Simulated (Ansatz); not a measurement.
**ZnS+ (quartet): from Hartree-Fock to the top rungs, def2-TZVPP**

Aim: climb from Hartree-Fock through coupled cluster and multireference methods for ZnS+ (quartet) at one geometry and basis, and see what each rung misses.

The runs use Ansatz 0.2.0, Gaussian basis; def2-TZVPP, core rule «outside noble gas», up to 14 orbitals frozen.

Plan: UHF; CCSD(T) on ROHF; CCSD(T) on UHF; CCSDT(Q) on ROHF; CCSDT(Q) on UHF; CASSCF and NEVPT2, 17 electrons in 10 orbitals.

6 further runs of the same task are left out: 6 set aside as unsound or not needed.

**1. The system**

The geometry is a PBE0/def2-TZVP stationary point (not a proven minimum) of the parent state, kept for this charge and spin.

2 atoms, charge 1, spin multiplicity 4.

Atoms are counted from 1 here; the program's logs count them from 0.

Bond lengths: Zn1–S2 2.255 Å.

Geometry (Å):

```xyz
2
SZn
Zn    0.00000    0.00000    0.00000
S     0.00000    0.00000    2.25540
```

**2. UHF**

Input file in.yaml:

```yaml
crystal:
  periodic: [false, false, false]
  atoms:
    - {symbol: Zn, position_ang: [0.000000, 0.000000, 0.000000]}
    - {symbol: S, position_ang: [0.000000, 0.000000, 2.255400]}
basis:
  gaussian: {orbitals: def2-TZVPP}
total_charge: 1
magnetization: {spin_polarized: true, initial_magnetization: 3}
hamiltonian: {xc: hf}
output: {orbitals: {seedname: orbitals}}
```

On the command line:

```console
> ansatz run in.yaml --threads 1 --pin off --events-out ev --progress --plain --max-ram 4096MiB --backend cpu
```

Further steps of the session: CCSD(T) on ROHF; CCSD(T) on UHF; CCSDT(Q) on ROHF; CCSDT(Q) on UHF; CASSCF and NEVPT2, 17 electrons in 10 orbitals.

Q: Predict the results of all the runs planned. Wanted: UCCSDT(Q) below the RHF energy; RMP2 from UCCSDT(Q); UMP2 from UCCSDT(Q); RCCSD from UCCSDT(Q); RCCSD(T) from UCCSDT(Q); UCCSD(T) from UCCSDT(Q); RCCSDT(Q) from UCCSDT(Q); NEVPT2 valence from UCCSDT(Q); T1 diagnostic.

**Answer**, as computed:

| quantity | value |
| --- | --- |
| UCCSDT(Q) below the RHF energy | -15.8183 eV |
| RMP2 from UCCSDT(Q) | -13.1 kJ/mol |
| UMP2 from UCCSDT(Q) | -10.5 kJ/mol |
| RCCSD from UCCSDT(Q) | +46.2 kJ/mol |
| RCCSD(T) from UCCSDT(Q) | +1.1 kJ/mol |
| UCCSD(T) from UCCSDT(Q) | +0.6 kJ/mol |
| RCCSDT(Q) from UCCSDT(Q) | +0.9 kJ/mol |
| NEVPT2 valence from UCCSDT(Q) | +143.3 kJ/mol |
| levels within 1 kcal/mol (43 meV) | RCCSD(T), UCCSD(T), RCCSDT, UCCSDT, RCCSDT(Q) |
| T1 diagnostic | 0.020 |
| effectively unpaired electrons | 3.00 |

RCCSD(T) misses by +1.1 kJ/mol, 0.1 % of the correlation energy. One determinant dominates. These misses are within one basis, not against nature; the frozen cores of restricted and unrestricted runs differ, which can shift their rows.
